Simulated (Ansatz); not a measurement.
# AsH₃+ (doublet): the correlation ladder, 6-31G

How much of the correlation energy of AsH₃+ (doublet) does each wave-function method recover here?

Program: Ansatz 0.2.0, Gaussian basis. Level of theory: 6-31G, core rule «outside noble gas», up to 14 orbitals frozen. These are calculated values, not measurements.

Plan: UHF; CCSD(T) on ROHF; CCSD(T) on UHF; BCCD(T) on ROHF; CISD; CCSDT(Q) on ROHF; CCSDT(Q) on UHF; CISDTQ; CCSDTQ on ROHF; CASSCF and MRCISD+Q, 7 electrons in 7 orbitals; CASSCF and NEVPT2, 7 electrons in 7 orbitals; Full CI.

9 further runs of the same task are left out: 3 that didn't finish, 6 set aside as unsound or not needed.

### Step 1. The geometry

The geometry is a PBE0/def2-TZVP stationary point (not a proven minimum) of the parent state, kept for this charge and spin. No spin-orbit coupling is included. The filled d shell of As may be among the frozen orbitals whatever the setting's name suggests; the logs give the count.

4 atoms, charge 1, spin multiplicity 2.

Atoms are counted from 1 here; the program's logs count them from 0.

Bond lengths: As1–H2 1.522 Å, As1–H3 1.522 Å, As1–H4 1.522 Å. Angles: H2–As1–H3 92.0°, H2–As1–H4 92.0°, H3–As1–H4 92.0°.

### Step 2. UHF

Input file in.yaml:

```yaml
crystal:
  periodic: [false, false, false]
  atoms:
    - {symbol: As, position_ang: [0.000180, 0.000018, -0.032875]}
    - {symbol: H, position_ang: [1.259297, 0.013995, 0.821503]}
    - {symbol: H, position_ang: [-0.648855, 1.086822, 0.811601]}
    - {symbol: H, position_ang: [-0.623856, -1.102121, 0.810570]}
basis:
  gaussian: {orbitals: 6-31G}
total_charge: 1
magnetization: {spin_polarized: true, initial_magnetization: 1}
hamiltonian: {xc: hf}
output: {orbitals: {seedname: orbitals}}
```

Launch:

```sh
ansatz run in.yaml --threads 1 --pin off --events-out ev --progress --plain --max-ram 2393MiB
```

After this run come: CCSD(T) on ROHF; CCSD(T) on UHF; BCCD(T) on ROHF; CISD; CCSDT(Q) on ROHF; CCSDT(Q) on UHF; CISDTQ; CCSDTQ on ROHF; CASSCF and MRCISD+Q, 7 electrons in 7 orbitals; CASSCF and NEVPT2, 7 electrons in 7 orbitals; Full CI.

**Question.** What will the summary of the whole plan be? Wanted: FCI below the RHF energy; RMP2 from FCI; UMP2 from FCI; RCCSD from FCI; RCCSD(T) from FCI; UCCSD(T) from FCI; RCCSDT(Q) from FCI; UCCSDT(Q) from FCI; NEVPT2 valence from FCI.

The runs gave:

```
                         quantity                                                                                                                               value
         FCI below the RHF energy                                                                                                                          -2.1692 eV
                    RMP2 from FCI                                                                                                                          +646.4 meV
                    UMP2 from FCI                                                                                                                          +641.3 meV
                   RCCSD from FCI                                                                                                                           +34.8 meV
                RCCSD(T) from FCI                                                                                                                           +10.0 meV
                UCCSD(T) from FCI                                                                                                                            +8.2 meV
               RCCSDT(Q) from FCI                                                                                                                            +0.1 meV
               UCCSDT(Q) from FCI                                                                                                                            -1.7 meV
          NEVPT2 valence from FCI                                                                                                                          +112.7 meV
        MRCISD+Q valence from FCI                                                                                                                            +5.1 meV
levels within 1 kcal/mol (43 meV)  RCCSD, UCCSD, RCCSD(T), UCCSD(T), BCCD(T), RCCSDT, UCCSDT, CISDTQ, RCCSDT(Q), UCCSDT(Q), RCCSDTQ, MRCISD valence, MRCISD+Q valence
                    T1 diagnostic                                                                                                                               0.010
   effectively unpaired electrons                                                                                                                                1.03
```

In words: RCCSD(T) lands +10.0 meV from the yardstick (0.5 % of the correlation energy). One determinant dominates. Of the multireference levels listed MRCISD+Q valence comes nearest in total energy (+5.1 meV), which doesn't show that its space is the better one. These misses are within one basis, not against nature; the frozen cores of restricted and unrestricted runs differ, which can shift their rows.
